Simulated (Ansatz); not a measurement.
The system is MoN2.

```
Mo N
1.0
     4.34805    0.00000    0.00000
     0.00000    4.34805    0.00000
     0.00000    0.00000    2.76746
Mo N
2 4
Direct
  0.00000 0.00000 0.00000
  0.50000 0.50000 0.00000
  0.61165 0.88835 0.50000
  0.38835 0.11165 0.50000
  0.11165 0.61165 0.50000
  0.88835 0.38835 0.50000
```

Measurements of this composition are mostly on another form, of space group No. 160.

Program: Ansatz 0.2.0. Alike in all runs: task band structure; potentials or basis Ansatz PAW; cell as given; k mesh 6 × 6 × 10; cutoff (eV) 420; smearing fermi-dirac 0.05 eV.

Problem. Order these runs on this cell by their pressure, lowest first.
A. level PBEsol+U; spin off; U Mo d U = 8 eV; hubbard projectors ortho-atomic (the default); double counting fll (the default)
B. level PBEsol; spin SOC, no magnetisation
C. level PBEsol+U; spin off; U Mo d U = 4 eV; hubbard projectors ortho-atomic (the default); double counting fll (the default)
D. level PBEsol+U; spin off; U Mo d U = 6 eV; hubbard projectors ortho-atomic (the default); double counting fll (the default)
E. level PBEsol+U; spin off; U Mo d U = 5 eV; hubbard projectors ortho-atomic (the default); double counting fll (the default)

Solution. B (-14.1 GPa), C (-11.5 GPa), E (-9.4 GPa), D (-6.8 GPa), A (-1.6 GPa).

Caveats: the PAW data sets come from PBE, with cores solved anew for the run's functional, which leaves a small shift of forces and pressure; U without spin polarisation on a metal has little footing (some runs).

Not every run made on this cell is shown here.
